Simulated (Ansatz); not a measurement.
A nudged elastic band was laid between two geometries of a periodic cell of 13 atoms, Sc12H (host Sc, host structure hcp, interstitial H).

The calculation used DFT PBE, scalar-relativistic, plane waves, PAW (Ansatz). Settings: cutoff 420 eV, k mesh 3x2x3, gaussian smearing 0.05 eV, no spin polarisation.

* movable images: 5
* climbing image: yes
* spring: 5.0 eV/Å²
* optimiser: quadratic models (default)
* start path: IDPP
* force threshold: 0.05 eV/Å
* iteration limit: 48
* end points: relaxed

First end point:

```xyz
13
Lattice="6.6200 0.0000 0.0000 -4.9650 8.5996 0.0000 0.0000 0.0000 5.2761" Properties=species:S:1:pos:R:3
Sc -0.003 -0.001 -0.018
Sc -0.001 1.912 2.629
Sc -1.656 2.871 -0.007
Sc -1.657 4.781 2.644
Sc -3.302 5.736 0.000
Sc -3.303 7.641 2.634
Sc 3.311 -0.005 -0.007
Sc 3.310 1.908 2.645
Sc 1.655 2.867 0.009
Sc 1.655 4.780 2.658
Sc -0.007 5.738 0.007
Sc -0.008 7.643 2.638
H -1.670 6.703 3.968
```

Last end point:

Only the atoms that move by more than 0.05 Å are listed.
```
H13 -1.663 6.683 6.594
```

(1) Which bonds break or form, and what moves?

(2) What energy profile does the band end with?

(3) What is the geometry of the highest image?

The band took 8 iterations and roughly 17 core-minutes.

## Answers

(1) The atom that moves furthest is H13, by 2.63 Å; four of its nearest neighbours are Sc7 2.30, Sc5 2.30, Sc6 2.31, Sc12 2.33 Å at the first end and Sc4 2.31, Sc5 2.32, Sc7 2.32, Sc12 2.32 Å at the last.

(2) The forces met the threshold. The highest image is number 3 of 0 to 6, 0.71 eV above the ends, which have the same energy within 2 meV. By the program's own check the climbing image is a first-order saddle point (lowest curvatures found: -2.09 and 0.47 eV/Å²). Limits of this set-up: coarse k mesh, odd electron count without spin, a small cell, in which the defect meets its images, a typed lattice constant that wasn't relaxed here.

```json
{"image": "0", "path coordinate (Å)": "0.00", "energy (eV)": "0.00"}
{"image": "1", "path coordinate (Å)": "0.43", "energy (eV)": "0.18"}
{"image": "2", "path coordinate (Å)": "0.85", "energy (eV)": "0.53"}
{"image": "3", "path coordinate (Å)": "1.28", "energy (eV)": "0.71"}
{"image": "4", "path coordinate (Å)": "1.70", "energy (eV)": "0.53"}
{"image": "5", "path coordinate (Å)": "2.13", "energy (eV)": "0.18"}
{"image": "6", "path coordinate (Å)": "2.56", "energy (eV)": "0.00"}
```

(3) 
```xyz
13
Lattice="6.6200 0.0000 0.0000 -4.9650 8.5996 0.0000 0.0000 0.0000 5.2761" Properties=species:S:1:pos:R:3
Sc -0.004 0.015 0.000
Sc -0.004 1.913 2.638
Sc -1.657 2.850 0.000
Sc -1.660 4.722 2.638
Sc -3.330 5.718 0.000
Sc -3.342 7.666 2.638
Sc 3.316 0.024 0.000
Sc 3.307 1.911 2.638
Sc 1.649 2.851 0.000
Sc 1.653 4.780 2.638
Sc 0.001 5.727 0.000
Sc 0.034 7.656 2.638
H -1.668 6.696 5.276
```

Run time: 9.7 min on 2 threads of Intel(R) Xeon(R) CPU @ 2.60GHz (Ice Lake) (shared host), peak memory 1.5 GiB.
